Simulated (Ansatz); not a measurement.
# SiICl3: up Jacob's ladder to CCSD(T)

How much do the methods differ for SiICl3? The plan is to run it at one geometry with functionals of several rungs and with coupled cluster, and see how far each lands from CCSD(T) at the basis-set limit for the atomisation energy.

Method: functionals in def2-TZVPP, the program's frozen cores in correlated methods; program: Ansatz 0.2.0, Gaussian basis.

The runs, in order: LDA (SPW92), PBE-D4, revPBE-D4, BLYP-D4, r2SCAN-D4, B97M-V, PBE0-D4, B3LYP-D4, r2SCANh-D4, r2SCAN0-D4, HSE06-D4, BHLYP-D4, CAM-B3LYP-D4, LC-ωPBE, ωB97X-V, ωB97M-V, B2PLYP, PBE-QIDH; CCSD(T)/def2-SVP; CCSD(T)/def2-TZVPP; MP2/def2-QZVPP; extrapolation to the limit; RPA on PBE.

### Step 1. The relaxed structure

The geometry comes from an earlier relaxation with PBE0-D4 in a triple-zeta def2 set; it is a stationary point. I takes the def2 core potential; no spin-orbit term is included.

SMILES `Cl[Si](Cl)(Cl)I`, 5 atoms, charge 0, spin multiplicity 1.

Atoms are counted from 1 here; the program's logs count them from 0.

Bond lengths: Cl1–Si2 2.027 Å, Si2–Cl3 2.027 Å, Si2–Cl4 2.027 Å, Si2–I5 2.410 Å. Angles: Cl1–Si2–Cl3 108.9°, Cl1–Si2–Cl4 108.9°, Cl1–Si2–I5 110.0°, Cl3–Si2–Cl4 108.9°, Cl3–Si2–I5 110.0°, Cl4–Si2–I5 110.0°.

### Step 2. LDA

This LDA is Slater exchange with PW92 correlation.

in.yaml reads:

```yaml
crystal:
  periodic: [false, false, false]
  atoms:
    - {symbol: Cl, position_ang: [-0.814640, -0.356201, 1.837663]}
    - {symbol: Si, position_ang: [0.001165, -0.078543, 0.002877]}
    - {symbol: Cl, position_ang: [1.778152, -1.050435, -0.079709]}
    - {symbol: Cl, position_ang: [-1.241521, -0.862096, -1.393853]}
    - {symbol: I, position_ang: [0.326844, 2.273576, -0.408380]}
basis:
  gaussian: {orbitals: def2-TZVPP}
hamiltonian: {xc: lda}
output: {orbitals: {seedname: orbitals}}
```

Launch:

```
$ ansatz run in.yaml --threads 4 --pin off --events-out ev --progress --plain --max-ram 10444MiB
```

After this run come: PBE-D4 (GGA); revPBE-D4 (GGA); BLYP-D4 (GGA); r2SCAN-D4 (meta-GGA); B97M-V (meta-GGA); B3LYP-D4 (hybrid); r2SCANh-D4 (hybrid); r2SCAN0-D4 (hybrid); HSE06-D4 (hybrid); BHLYP-D4 (hybrid); CAM-B3LYP-D4 (range-separated); LC-ωPBE (range-separated); ωB97X-V (range-separated); ωB97M-V (range-separated); B2PLYP (double hybrid); PBE-QIDH (double hybrid); CCSD(T) in def2-SVP; CCSD(T) in def2-TZVPP; MP2 in def2-QZVPP; RPA on PBE orbitals.

Q: Predict the results of all the runs planned. Wanted: atomisation energy, CCSD(T)/CBS; farthest beyond LDA; mean size of error, GGA; mean size of error, meta-GGA; mean size of error, hybrid; mean size of error, range-separated; mean size of error, double hybrid; gap, smallest and largest; T1 diagnostic.

The runs gave:

| quantity | value |
| --- | --- |
| atomisation energy, CCSD(T)/CBS | 15.538 eV |
| functionals within 0.155 eV (1.0 %) | r2SCAN-D4, B97M-V, PBE0-D4, r2SCANh-D4, HSE06-D4, ωB97X-V, ωB97M-V, PBE-QIDH |
| farthest beyond LDA | BHLYP-D4 (-0.900 eV) |
| mean size of error, GGA | 0.371 eV |
| mean size of error, meta-GGA | 0.116 eV |
| mean size of error, hybrid | 0.294 eV |
| mean size of error, range-separated | 0.318 eV |
| mean size of error, double hybrid | 0.347 eV |
| gap, smallest and largest | 4.64 eV (BLYP-D4), 11.65 eV (LC-ωPBE) |
| T1 diagnostic | 0.0085 |
| triples share of the correlation energy | 3.5 % |

**Reading.** LDA overbinds by 2.340 eV (15 %). PBE-D4 is off by +0.226 eV. Double hybrids carry the basis error of their MP2 part in triple zeta, and no dispersion term here, so their miss is partly the set-up's. Taken by rung, meta-GGA functionals do best (0.116 eV on average) and GGA ones worst beyond LDA (0.371 eV). double hybrid functionals lie within the reference's doubt of that worst mean (0.347 eV), so those two tie. RPA and LDA stand outside this count. The reference freezes the cores and leaves out spin-orbit coupling and excitations past (T), and its outer-core shells are covered unevenly, so misses under about 0.155 eV can't be ranked. All levels share the lack of spin-orbit coupling, which lowers the free heavy atoms and so the true binding. Hartree-Fock recovers 71 % of the binding; the rest is correlation. CCSD(T) in def2-SVP is off by -2.048 eV, which most functionals beat. The gap grows from 4.6 to 11.7 eV across the functionals, mostly with the share of exact exchange. Correlated methods include outer-core shells of I, which these sets cover unevenly.
